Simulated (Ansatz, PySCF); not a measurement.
## Eu4S4 in two programs

Eu4S4 (singlet in the valence; each metal's 4f electrons, 7 of them, lie in its core potential, out of spins and levels), relaxed with PySCF 2.14.0, RKS B3LYP, Eu lcecp-0-SVP with ECP53, S def2-SVP; non-relativistic Hamiltonian with scalar-relativistic core potentials where named; density fitting; no spin-orbit coupling:

```xyz
8

Eu    1.3980    1.3980    1.3980
Eu    1.3980   -1.3980   -1.3980
Eu   -1.3980    1.3980   -1.3980
Eu   -1.3980   -1.3980    1.3980
S     1.4567    1.4567   -1.4567
S     1.4567   -1.4567    1.4567
S    -1.4567    1.4567    1.4567
S    -1.4567   -1.4567   -1.4567
```

There the HOMO–LUMO gap is 3.86 eV. The 4f levels lie in the core potential and are missing.

The same geometry by Ansatz 0.2.0 (PBE, PAW with the 4f shell of lanthanides and the 5f shell of actinides in the valence, a periodic box with 9 Å of vacuum; gaps over both spins; site moments in spheres, but by Gaussian weights under spin-orbit coupling, so that the two can't be compared; unpaired electrons at the start: 28, along z under spin-orbit coupling; the open shells may stand above their lowest state):

```json
{"spin-orbit coupling": "without", "U on f (eV)": "0", "gap (eV)": "0.45", "spin moment on Eu1 (μB)": "6.83", "orbital moment of its f shell (μB)": "–", "largest force component (eV/Å)": "0.58"}
{"spin-orbit coupling": "without", "U on f (eV)": "5", "gap (eV)": "2.22", "spin moment on Eu1 (μB)": "6.87", "orbital moment of its f shell (μB)": "–", "largest force component (eV/Å)": "0.49"}
```

(1) What does the run with spin-orbit coupling and with U = 5 eV give?

Semilocal functionals tend to give orbital moments well under those of Hund's rules.

Without U the plane-wave gap ends on 4f levels, which the Gaussian run lacks; U moves filled and empty 4f levels apart, though the lowest empty ones can remain 4f.

The spin-orbit runs use fully relativistic datasets of their own, so changes of a few hundredths of an eV needn't come from the coupling.

An lcecp potential fixes the number of 4f electrons, so in runs with it no electron can move into or out of that shell.

Answers

(1) gap (eV): 2.09, spin moment on Eu1 (μB): 6.52, orbital moment of its f shell (μB): 0.02, largest force component (eV/Å): 0.50. It took 2.3 min on 4 threads of AMD EPYC 7R43 64-Core Processor (Zen 3), with other jobs on the host, peak memory 4.4 GiB.
